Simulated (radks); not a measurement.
**Valence configurations of Rh⁺**

The task here is to estimate one member of a computed series from the others.

Program: radks (a radial shooting solver on a logarithmic mesh, Libxc functionals) version 1. Level of theory: Dirac Kohn-Sham, PBE, spin-unpolarised, spherical densities, point nucleus; open shells are shared between the two j in proportion to 2j + 1. These are calculated values, not measurements, unless marked.

## The atom as given

- element: rhodium (Z = 45)
- charge: +1
- electrons: 44
- configuration: [Kr] 4d8
- others tried: 4d7 5s1; 4d7 5p1; 4d6 5s2; 4d7.5 5s0.5; 4d6.5 5s1.5; 4d6 5p2; 4d5 5p3; 4d6 5s1.5 5p0.5

Outer shells as boxes (Hund's rule):

Rh⁺
```
[Kr] core
4d [↑↓][↑↓][↑↓][↑ ][↑ ]
```

The first run:

Input:

```text
Z 45
configuration [Kr] 4d8
relativity Dirac
functional pbe,pbe
spin unpolarised
j_filling average
nucleus point
c 137.035999084
```

Among the steps run: [Kr] 4d8.

One of the session's tables, all rows but one given; the rest of the session is left out.

It belongs to the step «[Kr] 4d8». Sizes of the orbitals, from the radial functions (bohr):

| level | <r> | outermost maximum (interpolated) | 90 % within | nodes |
| --- | --- | --- | --- | --- |
| 3p3/2 | ? | ? | ? | ? |
| 3d3/2 | 0.3684 | 0.290 | 0.585 | 0 |
| 3d5/2 | 0.3718 | 0.293 | 0.590 | 0 |
| 4s1/2 | 0.9811 | 0.882 | 1.43 | 3 |
| 4p1/2 | 1.062 | 0.928 | 1.57 | 2 |
| 4p3/2 | 1.093 | 0.953 | 1.62 | 2 |
| 4d3/2 | 1.532 | 1.14 | 2.48 | 1 |
| 4d5/2 | 1.554 | 1.15 | 2.52 | 1 |

**Question.** Estimate the row for 3p3/2.

**Answer.** <r>: 0.3938; outermost maximum (interpolated): 0.348; 90 % within: 0.593; nodes: 1. In the column «<r>» it lies between 3d5/2 (0.3718) and 4s1/2 (0.9811).
